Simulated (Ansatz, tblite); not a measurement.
# BCl2(OMe) (CH3BCl2O): one state, many levels

How do method and basis change the picture of BCl2(OMe) (CH3BCl2O) (singlet)?

Method: as each input shows; program: Ansatz 0.2.0, Gaussian basis.

Levels to be run: GFN1-xTB, GFN2-xTB, PBE-D4/def2-TZVP, r2SCAN-D4/def2-TZVP, revPBE-D4/def2-TZVP, PBE-QIDH/def2-TZVP, B3LYP-D4/def2-TZVP, ωB97M-V/def2-TZVP, BLYP-D4/def2-TZVP, LDA/def2-TZVP, B97M-V/def2-TZVP, LC-ωPBE(0.10)/def2-TZVP, LC-ωPBE(0.15)/def2-TZVP, LC-ωPBE(0.20)/def2-TZVP, LC-ωPBE(0.30)/def2-TZVP, PBE-D4/def2-SVP, PBE0-D4/def2-SVP, HF/6-31G, B3LYP-D4/6-31G, PBE0-D4/def2-TZVPD, PBE-D4/def2-TZVPD, r2SCAN-D4/def2-TZVPD, CCSD(T)/def2-TZVPP, MP2/def2-TZVP, RPA/def2-TZVP.

## 1. The geometry

The singlet was relaxed beforehand with B3LYP-D4/def2-SVP.

8 atoms, charge 0, spin multiplicity 1.

Bond lengths: B1–Cl2 1.777 Å, B1–Cl3 1.765 Å, B1–O4 1.332 Å, O4–C5 1.418 Å, C5–H6 1.100 Å, C5–H7 1.101 Å, C5–H8 1.100 Å. Angles: Cl2–B1–Cl3 119.0°, Cl2–B1–O4 122.7°, Cl3–B1–O4 118.3°, B1–O4–C5 127.6°, O4–C5–H6 108.4°, O4–C5–H7 108.8°, O4–C5–H8 111.8°, H6–C5–H7 108.7°, H6–C5–H8 109.6°, H7–C5–H8 109.4°.

PBE0-D4/def2-TZVP was run before; its log isn't repeated, and its numbers join the tables.

## 2. GFN1-xTB

Tight binding, by tblite at 300 K electronic temperature and without a spin-polarisation term:

```python
tblite.interface.Calculator('GFN1-xTB', numbers, positions, charge=0, uhf=0).singlepoint()
```

Energy -502.4056 eV, HOMO -12.62 eV, LUMO -6.29 eV; 0.006 s.

## 3. GFN2-xTB

Tight binding, by tblite at 300 K electronic temperature and without a spin-polarisation term:

```python
tblite.interface.Calculator('GFN2-xTB', numbers, positions, charge=0, uhf=0).singlepoint()
```

Energy -494.4384 eV, HOMO -11.83 eV, LUMO -6.46 eV; 0.005 s.

## 4. PBE-D4/def2-TZVP

start.molden holds the orbitals of an earlier run on this state, given as this run's starting guess.

Contents of in.yaml:

```yaml
crystal:
  periodic: [false, false, false]
  atoms:
    - {symbol: B, position_ang: [0.320090, 1.062156, 0.695764]}
    - {symbol: Cl, position_ang: [2.053981, 0.677631, 0.623315]}
    - {symbol: Cl, position_ang: [-0.200661, 2.511763, 1.556575]}
    - {symbol: O, position_ang: [-0.610120, 0.299092, 0.124093]}
    - {symbol: C, position_ang: [-0.415781, -0.901259, -0.606007]}
    - {symbol: H, position_ang: [-0.915941, -0.799728, -1.580515]}
    - {symbol: H, position_ang: [-0.883152, -1.731090, -0.054224]}
    - {symbol: H, position_ang: [0.651575, -1.118566, -0.759011]}
basis:
  gaussian: {orbitals: def2-TZVP, initial_orbitals: start.molden}
hamiltonian: {xc: pbe, dispersion: d4}
scf: {omitted_lower_state_checks: [starts]}
output: {forces: true, orbitals: {seedname: orbitals}}
```

Command:

```sh
$ ansatz run in.yaml --threads 4 --pin off --events-out ev --progress --plain --max-ram 3916MiB
```

After this run come: r2SCAN-D4/def2-TZVP; revPBE-D4/def2-TZVP; PBE-QIDH/def2-TZVP; B3LYP-D4/def2-TZVP; ωB97M-V/def2-TZVP; BLYP-D4/def2-TZVP; LDA/def2-TZVP; B97M-V/def2-TZVP; LC-ωPBE(0.10)/def2-TZVP; LC-ωPBE(0.15)/def2-TZVP; LC-ωPBE(0.20)/def2-TZVP; LC-ωPBE(0.30)/def2-TZVP; PBE-D4/def2-SVP; PBE0-D4/def2-SVP; HF/6-31G; B3LYP-D4/6-31G; PBE0-D4/def2-TZVPD; PBE-D4/def2-TZVPD; r2SCAN-D4/def2-TZVPD; CCSD(T)/def2-TZVPP; MP2/def2-TZVP; RPA/def2-TZVP.

**Question.** What will the summary of the whole plan be? Wanted: gap in def2-TZVP, named functionals, smallest and largest; gap over the ω; correlation energy, CCSD(T)/def2-TZVPP; correlation energy, MP2/def2-TZVP; binding an atom, CCSD(T)/def2-TZVPP; PBE0 total energy, smallest basis above largest.

As calculated:

| quantity | value |
| --- | --- |
| gap in def2-TZVP, named functionals, smallest and largest | 6.09 eV (LDA), 13.03 eV (ωB97M-V) |
| gap over the ω (1/bohr) | 9.12 eV at 0.1, 12.82 eV at 0.3 |
| correlation energy, CCSD(T)/def2-TZVPP | -26.25 eV |
| correlation energy, MP2/def2-TZVP | -23.56 eV |
| binding an atom, CCSD(T)/def2-TZVPP | 3.928 eV |
| PBE0 total energy, smallest basis above largest | 12.82 eV (def2-SVP, def2-TZVPD) |

What this shows: Orbital gaps of the named functionals in def2-TZVP span 6.09 eV (LDA) to 13.03 eV (ωB97M-V); exact exchange widens it. Raising the ω (1/bohr) from 0.1 to 0.3 moves the HOMO by -2.13 eV and the LUMO by +1.57 eV. A small miss in a minimal or small basis is a cancelling of errors, not accuracy. The functionals in def2-TZVP miss CCSD(T)/def2-TZVPP by +0.093 (B3LYP-D4) to +0.750 eV (LDA) an atom. CCSD(T)/def2-TZVPP isn't at the basis-set limit; small misses against it rank nothing.
